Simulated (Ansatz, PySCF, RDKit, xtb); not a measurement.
**SiHSOF: a search for the lowest isomer**

Only the formula SiHSOF is given. Aim: find the structure of lowest free energy at 298.15 K, then its properties.

The funnel: GFN2-xTB relaxations, single points with a density functional, relaxations at r2SCAN-D4/def2-SVP, harmonic vibrations, and a last energy at a higher level. All values are calculated.

7 further runs of the same task are left out: 7 set aside as unsound or not needed.

**1. Possible bonding patterns**

A program enumerates the bonding patterns with one Lewis structure each (two rings at most, one unusual centre or charged pair), with their diastereomers. O–O, O–halogen and N–halogen bonds and N–N–N chains are not drawn. That gives 21 candidates.

c071 F[Si]1=[SH]O1; c202 OS#[Si]F; c214 F/[SiH]=[O+]/[S-]; c225 FSO[SiH]; c279 O=S(F)#[SiH]; c320 O=[SH]#[Si]F; c455 O=S=[SiH]F; c570 F[Si@@H]1OS1; c587 O[S@](F)=[Si]; c623 O=[SiH]SF; c730 F[si-]1[oH+]s1; c765 O=[Si]=[SH]F; c809 O[S@](F)=[Si] (triplet); c816 FSO[SiH] (triplet); c851 F/[SiH]=[O+]\[S-]; c889 O[Si](F)=S; c912 F[S@@]1=[SiH]O1; c926 F[Si]OS; c958 O[Si]#SF; c972 O=[Si](F)S; c987 F[Si]OS (triplet).

Candidates are built by distance geometry, with a force field where one applies, in up to four conformers (letters a to d). 16 starts with atoms placed at random are added, to find patterns that the rules miss.

**Question.** With final energies at CCSD(T)/def2-TZVPP, which structure will this search put lowest in free energy, and by what margin?

| quantity | value |
| --- | --- |
| lowest structure found | O[Si](F)=S, singlet, Cs |
| next finalist | O=[Si](F)S, singlet, 15.8 kcal/mol higher in G |
| share at equilibrium, among the finalists | 100.0 % |
| harmonic wavenumbers, lowest and highest (r2SCAN-D4/def2-SVP) | 237 and 3854 cm⁻¹ |
| rotational constants, same geometry | 0.2807, 0.1128, 0.08045 cm⁻¹ |
| dipole moment (PBE0/def2-TZVPD) | 2.29 D |
| HOMO energy (PBE0/def2-TZVPD) | -7.79 eV |
| LUMO energy (PBE0/def2-TZVPD) | -1.65 eV |
| HOMO–LUMO gap (PBE0/def2-TZVPD) | 6.14 eV |
| lowest excitation (TD-PBE0/def2-SVPD) | 4.85 eV (f = 0.026) |
| strongest of the states computed, same level | 7.77 eV (f = 0.070) |
| lowest triplet excitation, same level, Tamm-Dancoff | 4.44 eV |
| vertical ionisation energy | 10.10 eV |
| vertical electron affinity | 0.19 eV |
| vertical triplet less singlet | +4.37 eV |

`O[Si](F)=S` comes out lowest. Among the finalists first place is clear (15.8 kcal/mol); structures outside the list aren't covered. HF/STO-3G, r2SCAN-D4/def2-SVP, r2SCAN-D4/def2-SVP, relaxed, HF/def2-TZVPP and MP2/def2-TZVPP already put its bonding pattern lowest among the structures in one piece; GFN2-xTB favours the singlet O=[Si](F)S. Lowest found is not proven lowest: the search is finite, and each finalist counts with one conformer.
